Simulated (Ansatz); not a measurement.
This script makes the interaction energy of a dimer with the counterpoise correction of H₂SSi, SMILES [SiH]S with the Python package of Ansatz (0.2.0).

`run_dimer.py`:
```python
"""Interaction energy of two H2SSi molecules, with the counterpoise correction."""

import logging
import sys

import ansatz as az

logging.basicConfig(stream=sys.stdout, format="[%(levelname)s] %(message)s")
log = logging.getLogger("h2ssi")
log.setLevel(logging.INFO)

FIRST = [
    ("Si", (-0.1223, -0.9984, 0.243)),
    ("S", (0.1084, 1.1074, -0.2831)),
    ("H", (0.9582, -1.3952, 1.0264)),
    ("H", (-0.9444, 1.2862, -0.9862)),
]
SECOND = [
    ("Si", (-0.8419, 3.6337, 2.8868)),
    ("S", (0.73, 2.1263, 2.7418)),
    ("H", (-1.7277, 3.275, 3.8994)),
    ("H", (1.4257, 2.6097, 1.7843)),
]

def energy(atoms, ghosts=()):
    molecule = az.Crystal.molecule()
    for symbol, xyz in atoms:
        molecule = molecule.atom(symbol, xyz)
    calc = (
        molecule.calculation()
        .basis(gaussian="cc-pVDZ")
        .correlation("MP2")
    )
    deck = calc.input()
    if ghosts:
        deck = deck.set(az.key.basis.gaussian.ghost_atoms, [{"symbol": s, "position_ang": list(xyz)} for s, xyz in ghosts])
    return az.Session.from_dict(deck).plan().execute().report["free_energy_ev"]


def main() -> None:
    # ghost atoms carry the functions of the partner
    both = energy(FIRST + SECOND)
    alone = energy(FIRST) + energy(SECOND)
    ghosted = energy(FIRST, SECOND) + energy(SECOND, FIRST)
    log.info(f"dimer {both:.6f} eV")
    log.info(f"interaction, uncorrected   {96.485332 * (both - alone):8.3f} kJ/mol")
    log.info(f"interaction, counterpoise  {96.485332 * (both - ghosted):8.3f} kJ/mol")
    log.info(f"basis-set superposition    {96.485332 * (alone - ghosted):8.3f} kJ/mol")


if __name__ == "__main__":
    main()
```

How large is the interaction at this pose, and how much of it is basis-set superposition?

Uncorrected it is 10.113 kJ/mol, with the counterpoise correction 17.700 kJ/mol; the difference, 7.59 kJ/mol, is the superposition error. In this basis both values are repulsive.

What the script printed:

`python run_dimer.py` gives:
```text
[INFO] dimer -37432.426502 eV
[INFO] interaction, uncorrected     10.113 kJ/mol
[INFO] interaction, counterpoise    17.700 kJ/mol
[INFO] basis-set superposition       7.587 kJ/mol
```

Caveats:
- These settings explore the input space; basis and method may be short of convergence.
- The dimer is a generated trial pose of unrelaxed monomers, not a minimum, so the figure is no binding energy, and the basis set is small.
- Run time: 2.9 s on 1 thread of AMD EPYC 9R45 (Zen 5), on a shared host, peak memory 0.26 GiB.
